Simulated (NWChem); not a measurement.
# AlBNH4F (SMILES [NH2][AlH][BH]F): B3LYP/6-31G(d) (Cartesian functions)

What is the energy change on altering one bond length of AlBNH4F at B3LYP/6-31G* (Cartesian functions)? 

The calculation is run with NWChem 7.3.0.

2 further runs of the same task are left out: 2 set aside as unsound or not needed. Runs told in other sessions of the task aren't counted.

### Step 1. The system as given

AlBNH4F has 8 atoms, charge 0, and is taken as a singlet. As SMILES, `[NH2][AlH][BH]F`. The coordinates come from a PBE0-D4/def2-TZVP relaxation. This is one conformer, not always the lowest.

Bond lengths: N1–Al2 1.770 Å, Al2–B3 2.169 Å, B3–F4 1.330 Å, N1–H5 1.008 Å, N1–H6 1.008 Å, Al2–H7 1.590 Å, B3–H8 1.208 Å. Angles: N1–Al2–B3 116.8°, Al2–B3–F4 118.5°, N1–Al2–H7 116.9°, B3–Al2–H7 126.3°, Al2–N1–H5 125.6°, Al2–N1–H6 124.3°, Al2–B3–H8 127.4°, F4–B3–H8 114.1°, H5–N1–H6 110.2°.

### Step 2. Energy and forces at B3LYP/6-31G(d) (Cartesian functions)

calc.nw

```
start calc
memory 2200 mb

geometry units angstroms noautosym nocenter noautoz
  N    -1.034900    1.238000    0.178100
  Al    0.358400    0.247200    0.637000
  B     0.824000   -1.438600   -0.645900
  F     0.022100   -1.693000   -1.675500
  H    -1.365500    2.050100    0.674400
  H    -1.614500    1.063500   -0.627700
  H     1.149400    0.679500    1.946200
  H     1.753200   -2.203800   -0.542400
end

basis cartesian
  N library 6-31G*
  Al library 6-31G*
  B library 6-31G*
  F library 6-31G*
  H library 6-31G*
end

dft
  xc b3lyp
  grid xfine
  convergence energy 1e-08
  maxiter 100
  mulliken
end

task dft gradient
```

Launch:

```console
$ nwchem calc.nw > calc.out
```

Log:

```text
[...]
          Wavefunction type:  closed shell.
          No. of atoms     :     8
          No. of electrons :    38
[...]
          Charge           :     0
          Spin multiplicity:     1
[...]
          AO basis - number of functions:    72
[...]
              XC Information
              --------------
                         B3LYP Method XC Potential
                     Hartree-Fock (Exact) Exchange  0.200
                        Slater Exchange Functional  0.800 local
                    Becke 1988 Exchange Functional  0.720 non-local
              Lee-Yang-Parr Correlation Functional  0.810
                  VWN I RPA Correlation Functional  0.190 local
[...]
 d= 0,ls=0.0,diis     1   -424.2411633215 -5.53D+02  1.92D-02  7.77D-01     2.0
[...]
 d= 0,ls=0.0,diis    10   -424.3348927766 -4.81D-09  4.94D-07  1.71D-09    17.3
         Total DFT energy =     -424.334892776570
      One electron energy =     -842.855309016030
           Coulomb energy =      331.475575351011
    Exchange-Corr. energy =      -41.656948850124
 Nuclear repulsion energy =      128.701789738573
[...]
      Total Density - Mulliken Population Analysis
     ---------------------------------------------
    Atom       Charge   Shell Charges
 -----------   ------   -------------------------------------------------------
    1 N    7     7.87   1.99  0.77  2.52  0.83  1.73  0.02
    2 Al  13    12.65   2.00  1.99  5.96  0.93  1.21  0.20  0.28  0.07
    3 B    5     4.76   1.99  0.56  1.29  0.51  0.31  0.10
    4 F    9     9.21   1.99  0.96  3.33  0.89  1.97  0.07
    5 H    1     0.67   0.50  0.17
    6 H    1     0.67   0.50  0.17
    7 H    1     1.11   0.49  0.61
    8 H    1     1.06   0.53  0.54
[...]
  wavefunction    = closed shell
                         DFT ENERGY GRADIENTS
    atom               coordinates                        gradient
                 x          y          z           x          y          z
   1 N      -1.955677   2.339481   0.336560    0.001344  -0.001214   0.000149
   2 Al      0.677278   0.467140   1.203755   -0.006104   0.005702  -0.000518
   3 B       1.557134  -2.718560  -1.220574   -0.003494  -0.000525  -0.003874
   4 F       0.041763  -3.199306  -3.166236    0.003283   0.000910   0.004096
   5 H      -2.580421   3.874127   1.274431    0.001727  -0.004313  -0.002672
   6 H      -3.050963   2.009724  -1.186181    0.002947   0.000842   0.004044
   7 H       2.172051   1.284069   3.677785   -0.000095  -0.000678  -0.000815
   8 H       3.313068  -4.164578  -1.024987    0.000392  -0.000724  -0.000409
[...]
```

Wall time 23 s (1 thread of Intel Xeon 6975P-C (Granite Rapids), shared host); peak memory 0.14 GiB.

### Step 3. The distorted shape: a single-point energy at B3LYP/6-31G(d) (Cartesian functions)

albfh4n.xyz

```xyz
8
AlBFH4N
N     -1.778266     1.850165     0.095299
Al    -0.384966     0.859365     0.554199
B      0.080634    -0.826435    -0.728701
F     -0.721266    -1.080835    -1.758301
H     -2.108866     2.662265     0.591599
H     -2.357866     1.675665    -0.710501
H      0.406034     1.291665     1.863399
H      1.753200    -2.203800    -0.542400
```

run.py

```python
from ase.io import read
from ase.calculators.nwchem import NWChem

system = read('albfh4n.xyz')

calc = NWChem(
    label='albfh4n',
    theory='dft',
    memory='2200 mb',
    basis='6-31G*',
    dft={'xc': 'b3lyp', 'mult': '1', 'grid': 'xfine', 'convergence': 'energy 1e-08', 'iterations': '100', 'mulliken': None},
    task='energy',
)
system.calc = calc

e = system.get_potential_energy()
print(f"E = {e:.6f} eV")
print("dipole (e A):", system.get_dipole_moment().round(4))
```

Launch:

```console
$ export ASE_NWCHEM_COMMAND="nwchem PREFIX.nwi > PREFIX.nwo"
$ python run.py
```

Log:

```text
E = -11543.885226 eV
dipole (e A): [-0.5796  0.5422 -0.0236]
```

The calculator wrote albfh4n.nwi:

```
title "albfh4n"

permanent_dir albfh4n

scratch_dir albfh4n

start albfh4n

geometry units angstrom nocenter noautosym noautoz
  N  -1.7782659999999999e+00 1.8501650000000001e+00 9.5298999999999995e-02
  Al -3.8496599999999997e-01 8.5936500000000005e-01 5.5419900000000000e-01
  B  8.0633999999999997e-02 -8.2643500000000003e-01 -7.2870100000000004e-01
  F  -7.2126599999999996e-01 -1.0808350000000000e+00 -1.7583009999999999e+00
  H  -2.1088659999999999e+00 2.6622650000000001e+00 5.9159899999999999e-01
  H  -2.3578660000000000e+00 1.6756650000000000e+00 -7.1050100000000005e-01
  H  4.0603400000000001e-01 1.2916650000000001e+00 1.8633990000000000e+00
  H  1.7532000000000001e+00 -2.2038000000000002e+00 -5.4239999999999999e-01
end

memory 2200 mb

basis noprint
   * library 6-31G*
end

dft
  xc b3lyp
  mult 1
  grid xfine
  convergence energy 1e-08
  iterations 100
  mulliken
end

task dft energy
```

albfh4n.nwo, shortened:

```text
[...]
         Total DFT energy =     -424.229960766697
      One electron energy =     -837.410178386020
           Coulomb energy =      328.252049757164
    Exchange-Corr. energy =      -41.488981331135
 Nuclear repulsion energy =      126.417149193295
[... 5 lines left out ...]
                       DFT Final Molecular Orbital Analysis
[... 505 lines left out ...]
[...]
      Total Density - Mulliken Population Analysis
     ---------------------------------------------
    Atom       Charge   Shell Charges
 -----------   ------   -------------------------------------------------------
    1 N    7     7.87   1.99  0.77  2.52  0.83  1.73  0.02
    2 Al  13    12.59   2.00  1.99  5.96  0.93  1.20  0.17  0.26  0.07
    3 B    5     4.74   1.99  0.59  1.06  0.61  0.42  0.07
[... 4 lines of this table left out ...]
    8 H    1     1.20   0.37  0.84
[...]
```

It took 19 s on 1 thread of Intel Xeon 6975P-C (Granite Rapids), shared host; peak memory 0.13 GiB.

### Step 4. Results

Level: B3LYP/6-31G* (Cartesian functions).

| quantity | value |
| --- | --- |
| first shape: total energy | -424.33489 Eh |
| first shape: dipole moment | 1.26 D |
| first shape: HOMO energy | -6.77 eV |
| first shape: LUMO energy | -1.91 eV |
| first shape: HOMO–LUMO gap | 4.86 eV |
| first shape: largest force on an atom | 0.430 eV/Å |
| distorted shape: total energy | -424.22996 Eh |
| distorted shape: dipole moment | 3.81 D |
| distorted shape: HOMO energy | -6.04 eV |
| distorted shape: LUMO energy | -2.39 eV |
| distorted shape: HOMO–LUMO gap | 3.65 eV |
| energy change with the B3–H8 bond stretched from 1.208 to 2.175 Å | 2.855 eV |

With the B3–H8 bond stretched from 1.208 to 2.175 Å the energy rises by 2.86 eV (275 kJ/mol). The first shape isn't relaxed at this level, so the change isn't measured from a minimum. A restricted reference can't describe the breaking bond well at this length. The largest force (first shape) is 0.43 eV/Å: the shape isn't a stationary point for this species at this level. Mulliken charges (distorted shape) run from -0.87 on N1 to +0.41 on Al2.
